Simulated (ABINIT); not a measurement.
A run of ABINIT 10.8.3 (patched build):

Contents of run.abi:

```
ndtset 2

pp_dirpath "./"
pseudos "Ta.GGA_PBE-JTH.xml, F.GGA_PBE-JTH.xml"

acell 3*1.0 Angstrom
rprim
     3.9012000000     0.0000000000     0.0000000000
     0.0000000000     3.9012000000     0.0000000000
     0.0000000000     0.0000000000     3.9012000000
ntypat 2
znucl 73 9
natom 4
typat 1 2 2 2
xred
     0.0000000000     0.0000000000     0.0000000000
     0.0000000000     0.0000000000     0.5000000000
     0.0000000000     0.5000000000     0.0000000000
     0.5000000000     0.0000000000     0.0000000000

ecut 28.0
pawecutdg 50.0
pawxcdev 0

ixc -106131

occopt 3
tsmear 0.05 eV

nstep 100

iomode 3
prtwf 0
prteig 0
prtebands 0
enunit 1
prtden1 1

kptopt1 1
ngkpt1 7 7 7
nshiftk1 1
shiftk1 0.0 0.0 0.0
nband1 21
tolvrs1 1.0e-9

iscf2 -2
getden2 1
nband2 27
nbdbuf2 4
tolwfr2 1.0e-11
kptopt2 -5
ndivsm2 8
prteig2 1
kptbounds2
     0.0000000000     0.0000000000     0.0000000000
     0.0000000000     0.5000000000     0.0000000000
     0.5000000000     0.5000000000     0.0000000000
     0.0000000000     0.0000000000     0.0000000000
     0.5000000000     0.5000000000     0.5000000000
     0.0000000000     0.5000000000     0.0000000000
```

Potentials or basis: JTH PAW PBE v2.0.

Launch:

```bash
$ abinit run.abi > log 2>&1
```

Hardware: 1 thread of Arm Neoverse V1, on a shared host.

Q: How long does it take, and how much memory?

A: Wall time 3 min on 1 thread of Arm Neoverse V1 (shared host), peak memory 0.17 GiB. Counts: scf iterations 28, mpi ranks 1, k points 20, bands 21, plane waves 2857.
